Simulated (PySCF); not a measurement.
**TiF3: doublet, from a trigonal planar start**

Aim: relax TiF3 as a doublet from a trigonal planar start, check by its vibrations whether the end is a minimum, and collect its spectrum and constants.

The runs use PySCF 2.14.0; PBE0, basis Ti def2-TZVP, F def2-TZVP, no relativity, density fitting.

## (1) Starting geometry

4 atoms, charge 0, spin multiplicity 2.

Bond lengths: Ti1–F2 2.000 Å, Ti1–F3 2.000 Å, Ti1–F4 2.000 Å. Angles: F2–Ti1–F3 120.0°, F2–Ti1–F4 120.0°, F3–Ti1–F4 120.0°.

```xyz
4
charge 0 multiplicity 2
Ti    0.0000    0.0000    0.0000
F     2.0000    0.0000    0.0000
F    -1.0000    1.7321    0.0000
F    -1.0000   -1.7321    0.0000
```

## (2) First SCF at the start

The steps below are one call of a driver around PySCF. For each, scf.py gives the equivalent set-up of the SCF; relaxations use the driver's own optimiser. After this first run the driver tries any further starts and a stability analysis.

Contents of scf.py:

```python
from pyscf import gto, scf, dft
mol = gto.M(atom='''
Ti     0.000000     0.000000     0.000000
F      2.000000     0.000000     0.000000
F     -1.000000     1.732100     0.000000
F     -1.000000    -1.732100     0.000000''',
    basis={'Ti': 'def2-TZVP', 'F': 'def2-TZVP'},
    charge=0, spin=1)
mf = dft.UKS(mol, xc='PBE0')
mf.grids.atom_grid = (50, 194)
aux = {'Ti': 'def2-universal-JKFIT', 'F': 'def2-universal-JKFIT'}
mf = mf.density_fit(auxbasis=aux)
mf.conv_tol = 1e-08
mf.diis_space = 10
mf.max_cycle = 60
mf.init_guess = 'minao'
mf.verbose = 4
mf.kernel()
```

On the command line:

```sh
> OMP_NUM_THREADS=4 python axn.py task.json out
```

The runs that follow: Trigonal planar start, doublet: relaxation; Vibrations and properties at this point.

What does the calculation give? Wanted: minimum; geometry; wavenumbers; dipole moment; highest occupied, lowest empty level; polar-tensor charge of Ti1; zero-point energy; atomisation energy; ⟨S²⟩.

**Answer**, as computed:

```
                                          quantity                                      value
                                           minimum                               doublet, D3h
                                          geometry      Ti–F 1.770 Å (×3); F–Ti–F 120.0° (×3)
                                wavenumbers (cm⁻¹)  101 (a2''), 177 (e'), 662 (a1'), 773 (e')
                                     dipole moment                                     0.00 D
highest occupied, lowest empty level (either spin)                            -7.29, -2.57 eV
                        polar-tensor charge of Ti1                                    +2.16 e
                                 zero-point energy                                15.9 kJ/mol
                               entropy at 298.15 K                            302.7 J/(mol K)
         atomisation energy (no zero-point energy)                                1789 kJ/mol
                                              ⟨S²⟩                                      0.752
```

What this shows: The trigonal planar start keeps its D3h symmetry and ends in a minimum. In the infrared the band at 773 cm⁻¹ (e', stretch) leads. Ti1 has a polar-tensor charge of +2.2 e (a dipole derivative, not a static charge), yet symmetry cancels the bond dipoles. Most of the spin sits on Ti1 (Mulliken spin 1.04, against 1 for the whole molecule). Only this shape and spin were tried, so other structures or states may lie lower. One determinant may miss the lowest occupation of an open d or f shell.
